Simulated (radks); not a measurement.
# Br in [Ar] 3d10 4s2 4p5: an all-electron calculation

One table from this session's results is given with a row withheld; the runs are named, their logs left out.

Program: radks (a radial shooting solver on a logarithmic mesh, Libxc functionals) version 1. Level of theory: scalar-relativistic Kohn-Sham, r2SCAN, spin-polarised, spherical densities, finite nucleus; open shells are filled with parallel spins first. These are calculated values, not measurements, unless marked.

## The atom as given

| Property | Result |
| --- | --- |
| element | bromine (Z = 35) |
| charge | 0 |
| electrons | 35 |
| configuration | [Ar] 3d10 4s2 4p5 |
| nuclear rms radius | 4.1629 fm |

Outer shells as boxes (Hund's rule):

Br
```
[Ar] core
3d [↑↓][↑↓][↑↓][↑↓][↑↓]
4s [↑↓]
4p [↑↓][↑↓][↑ ]
```

The first run:

Settings of this run:

```text
Z 35
configuration [Ar] 3d10 4s2 4p5
relativity scalar-relativistic
functional r2scan,r2scan
spin polarised
nucleus finite rms 4.1629 fm
c 137.035999084
```

Steps of the session up to this table: Self-consistent calculation.

One table of the session follows, with a row left open; its other results are not shown here.

It belongs to the step «Orbitals and density». Sizes of the orbitals, from the radial functions (bohr):

```
  level      <r>  outermost maximum (interpolated)  90 % within  nodes
  1s up  0.04275                            0.0279       0.0765      0
1s down  0.04275                            0.0279       0.0765      0
  2s up   0.1893                             0.159        0.293      1
2s down   0.1893                             0.159        0.293      1
  2p up   0.1654                             0.127        0.270      0
2p down   0.1654                             0.127        0.270      0
  3s up   0.5502                             0.483        0.819      2
3s down   0.5502                             0.483        0.819      2
  3p up   0.5634                             0.481        0.859      1
3p down   0.5633                             0.481        0.859      1
  3d up   0.5906                             0.433        0.972      0
3d down   0.5896                             0.433        0.970      0
  4s up    1.684                              1.42         2.52      3
4s down    1.689                              1.42         2.53      3
  4p up        ?                                 ?            ?      ?
4p down    2.107                              1.67         3.27      2
```

Q: Estimate the row for 4p up from the others.

**Answer.** <r>: 2.079; outermost maximum (interpolated): 1.67; 90 % within: 3.20; nodes: 2. In the column «<r>» it lies between 4s down (1.689) and 4p down (2.107).

Limits of these values: Open shells are spherical and high-spin; term and fine-structure splittings are not resolved.
